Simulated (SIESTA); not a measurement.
Crystal: NiMoIrPdW.

```xyz
5
Lattice="2.7608 0.0000 0.0000 -1.3804 2.3909 0.0000 0.0000 0.0000 11.3405" Properties=species:S:1:pos:R:3 pbc="T T T"
Ni    0.0000    0.0000    8.0423
Mo    1.3804    0.7970    3.3369
Pd    1.3804    0.7970   10.1952
Ir    0.0000    0.0000    1.2025
W     1.3804    0.7970    6.0015
```

The cell was built by a generator and needn't be a form met in nature.

Base run:

| Quantity | Value |
| --- | --- |
| Program | SIESTA 5.4.2 |
| Functional | PBE |
| Potentials or basis | PseudoDojo 0.4 standard (PBE files) |
| Basis | DZP (energy shift 0.003 Ry; two zetas on semicore shells) |
| Grid cutoff | 800 Ry |
| Energy shift | 0.003 Ry |
| k mesh | 11 × 11 × 3 |
| Occupations | fermi-dirac, width 0.05 eV |
| Spin | collinear spin, ferromagnetic start |
| Starting moments | [1.0, 1.0, 0.0, 0.6, 0.0] μB |

Its results: band gap on the k mesh none (metal or under the smearing width); pressure 2.2 GPa; net moment 0.00 μB per cell; largest force 0.642 eV/Å.

The run is repeated on the same cell with these changes: hubbard terms from none to Ir d U = 2 eV, Mo d U = 2 eV, Ni d U = 2 eV, Pd d U = 2 eV, W d U = 2 eV. What comes out?

Band gap on the k mesh none (metal or under the smearing width); pressure 0.8 GPa; net moment 0.57 μB per cell; site moments Ni +0.48; Mo -0.01; Pd +0.02; Ir -0.00; W +0.07 μB; largest force 0.745 eV/Å.

Caveats: short orbitals over semicore shells can move pressures by several GPa; the valence orbitals were made in a potential fitted to the semicore shell under them, which widens gaps by tenths of an eV or more; the basis of atomic orbitals isn't converged, which shifts pressures, moduli and gaps; spin-orbit coupling is left out, which moves the levels of the heavy elements (some runs); the U is typed as a test and isn't derived for this compound (some runs).
